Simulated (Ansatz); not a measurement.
**GePH+ (quartet): the correlation ladder, cc-pVTZ**

The task here is to estimate one member of a computed series from the others.

Computed with Ansatz 0.2.0, Gaussian basis. Level: cc-pVTZ, core rule «outside noble gas», up to 19 orbitals frozen.

The runs, in order: UHF; CCSD(T) on ROHF; CCSD(T) on UHF; BCCD(T) on ROHF; CCSDT(Q) on ROHF; CCSDT(Q) on UHF; CASSCF and MRCISD+Q, 9 electrons in 9 orbitals; CASSCF and NEVPT2, 9 electrons in 9 orbitals.

6 further runs of the same task are left out: 6 set aside as unsound or not needed.

## The system

The geometry is a PBE0/def2-TZVP stationary point (not a proven minimum) of the parent state, kept for this charge and spin. No spin-orbit coupling is included. The filled d shell of Ge may be among the frozen orbitals whatever the setting's name suggests; the logs give the count.

3 atoms, charge 1, spin multiplicity 4.

Atoms are counted from 1 here; the program's logs count them from 0.

Bond lengths: Ge1–P2 2.352 Å, P2–H3 1.429 Å. Angles: Ge1–P2–H3 97.4°.

Coordinates:

```csv
atom,x (Å),y (Å),z (Å)
Ge1,0.0000,0.0173,0.7207
P2,0.0000,-0.0836,-1.6293
H3,0.0000,1.3248,-1.8741
```

Set-up of the first run:

Input file in.yaml:

```yaml
crystal:
  periodic: [false, false, false]
  atoms:
    - {symbol: Ge, position_ang: [0.000000, 0.017255, 0.720743]}
    - {symbol: P, position_ang: [0.000000, -0.083577, -1.629309]}
    - {symbol: H, position_ang: [0.000000, 1.324792, -1.874064]}
basis:
  gaussian: {orbitals: cc-pVTZ}
total_charge: 1
magnetization: {spin_polarized: true, initial_magnetization: 3}
hamiltonian: {xc: hf}
output: {orbitals: {seedname: orbitals}}
```

Started as:

```
$ ansatz run in.yaml --threads 1 --pin off --events-out ev --progress --plain --max-ram 4096MiB --backend cpu
```

Among the steps run: UHF; CCSD(T) on ROHF; CCSD(T) on UHF; BCCD(T) on ROHF; CCSDT(Q) on ROHF; CCSDT(Q) on UHF; CASSCF and MRCISD+Q, 9 electrons in 9 orbitals; CASSCF and NEVPT2, 9 electrons in 9 orbitals.

One table of the session follows, with a row left open; its other results are not shown here.

| method | from UCCSDT(Q) (meV) |
| --- | --- |
| ROHF | +5980.9 |
| UHF | +5698.5 |
| RMP2 | +1182.8 |
| UMP2 | +1255.1 |
| RCCSD | +320.1 |
| UCCSD | +301.8 |
| RCCSD(T) | +67.6 |
| UCCSD(T) | +59.7 |
| BCCD(T) | +67.5 |
| RCCSDT | ? |
| UCCSDT | +13.3 |
| RCCSDT(Q) | +11.0 |
| UCCSDT(Q) | 0 |
| CASSCF valence | +4428.5 |
| NEVPT2 valence | +1003.6 |
| MRCISD valence | +389.2 |
| MRCISD+Q valence | +48.6 |

Estimate the missing values for RCCSDT.

**Answer.** from UCCSDT(Q) (meV): +24.4. In the column «from UCCSDT(Q) (meV)» it lies between UCCSDT (+13.3) and MRCISD+Q valence (+48.6).

Caveats from the session: Restricted and unrestricted rows rest on different reference determinants; where their highest levels disagree by more than a few hundredths of an eV, they describe different states and don't form one ladder.
